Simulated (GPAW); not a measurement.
Input of a GPAW 26.7.0 run:

The input run.py:

```python
from ase import Atoms
from ase.eos import EquationOfState
from ase.io import Trajectory
from ase.units import GPa
from gpaw import GPAW, PW

atoms = Atoms(['Sb', 'Sb', 'Sb', 'Ga'],
              cell=[[0.0, 3.730595, 3.730595],
                    [3.730595, 0.0, 3.730595],
                    [3.730595, 3.730595, 0.0]],
              scaled_positions=[[0.5, 0.5, 0.5],
                                [0.75, 0.75, 0.75],
                                [0.25, 0.25, 0.25],
                                [0.0, 0.0, 0.0]],
              pbc=True)

traj = Trajectory('eos.traj', 'w')
volumes, energies = [], []
for x in [0.94, 0.96, 0.98, 1.0, 1.02, 1.04, 1.06]:
    a = atoms.copy()
    a.set_cell(atoms.cell * x**(1 / 3), scale_atoms=True)
    calc = GPAW(mode=PW(600),
                xc='LDA',
                kpts={'size': (6, 6, 6), 'gamma': True},
                occupations={'name': 'fermi-dirac', 'width': 0.05},
                nbands=38,
                convergence={'density': 1e-05, 'energy': 1e-05},
                maxiter=150,
                txt=f'eos-{x:.2f}.txt')
    a.calc = calc
    energies.append(a.get_potential_energy(force_consistent=True))
    volumes.append(a.get_volume())
    p = -a.get_stress()[:3].mean() / GPa
    calc.write(f'eos-{x:.2f}.gpw')
    traj.write(a)
    print(f'{x:.2f} {volumes[-1]:10.4f} A^3 {energies[-1]:14.6f} eV {p:9.3f} GPa', flush=True)

v0, e0, B = EquationOfState(volumes, energies, eos='birchmurnaghan').fit()
print(f'V0 = {v0:.4f} A^3, E0 = {e0:.6f} eV, B0 = {B / GPa:.2f} GPa')
```

Potentials or basis: the program's PAW data sets (release 1.2.1) made for this functional, pw.

Run with:

```console
$ OMP_NUM_THREADS=1 python run.py
```

**Question.** Predict the equilibrium volume.

**Answer.** 23.53 Å³/atom (rough: see the caveat).

**Question.** What does it give for the bulk modulus?

**Answer.** 57 GPa (rough).

Energy against volume, from the lowest point:
| volume (Å³/atom) | energy (meV/atom) |
| --- | --- |
| 24.402 | 0.00 |
| 24.922 | 8.04 |
| 25.441 | 19.27 |
| 25.960 | 33.37 |
| 26.479 | 50.08 |
| 26.998 | 69.18 |
| 27.518 | 90.43 |

Caveat: the minimum lies outside the volumes run. The run has no spin-orbit coupling, so splittings on Sb are missing.
